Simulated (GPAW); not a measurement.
The system is Ba2Tl5V3O12.

```
Ba V Tl O
1.0
     4.23698    2.44622    6.12840
    -4.23698    2.44622    6.12840
     0.00000   -4.89244    6.12840
Ba V Tl O
2 3 5 12
Cartesian
  0.0000 0.0000 9.1926
  0.0000 0.0000 0.0000
  0.0000 2.4462 6.1284
  -2.1185 -1.2231 6.1284
  2.1185 -1.2231 6.1284
  0.0000 -2.4462 3.0642
  2.1185 1.2231 3.0642
  -2.1185 1.2231 3.0642
  0.0000 0.0000 13.6133
  0.0000 0.0000 4.7719
  2.6932 -0.0671 7.4143
  -1.2885 2.3659 7.4143
  -1.4047 -2.2988 7.4143
  -1.4047 2.2988 10.9709
  2.6932 0.0671 10.9709
  -1.2885 -2.3659 10.9709
  -2.6932 0.0671 10.9709
  1.2885 -2.3659 10.9709
  1.4047 2.2988 10.9709
  1.4047 -2.2988 7.4143
  -2.6932 -0.0671 7.4143
  1.2885 2.3659 7.4143
```

The cell was built by a generator and needn't be a form met in nature.

Base run:

- Program: GPAW 26.7.0
- Functional: TPSS
- Potentials or basis: GPAW PAW data sets (gpaw-data 1.2.1)
- Cutoff: 800 eV
- Basis: pw
- k mesh: 3 × 3 × 3
- Occupations: fermi-dirac, width 0.05 eV
- Spin: collinear spin, ferromagnetic start
- Starting moments: [0.0, 0.0, 2.0, 2.0, 2.0, 0.0, 0.0, 0.0, 0.0, 0.0, 0.0, 0.0, 0.0, 0.0, 0.0, 0.0, 0.0, 0.0, 0.0, 0.0, 0.0, 0.0] μB

Its results: pressure -1.3 GPa; net moment 1.22 μB per cell; site moments Ba +0.00, -0.00; V +0.37; Tl +0.00, +0.01; O -0.01 μB; largest force 0.441 eV/Å.

Task: The run is repeated on the same cell with these changes: functional from TPSS to PBE. What comes out?

Result: Pressure 0.4 GPa; net moment 1.17 μB per cell; site moments Ba +0.00, -0.00; V +0.34; Tl +0.00, +0.02; O -0.01 μB; largest force 0.283 eV/Å.

Caveats: the PAW data sets were made with another functional, which shifts forces and pressure a little (some runs).

Not every run made on this cell is shown here.
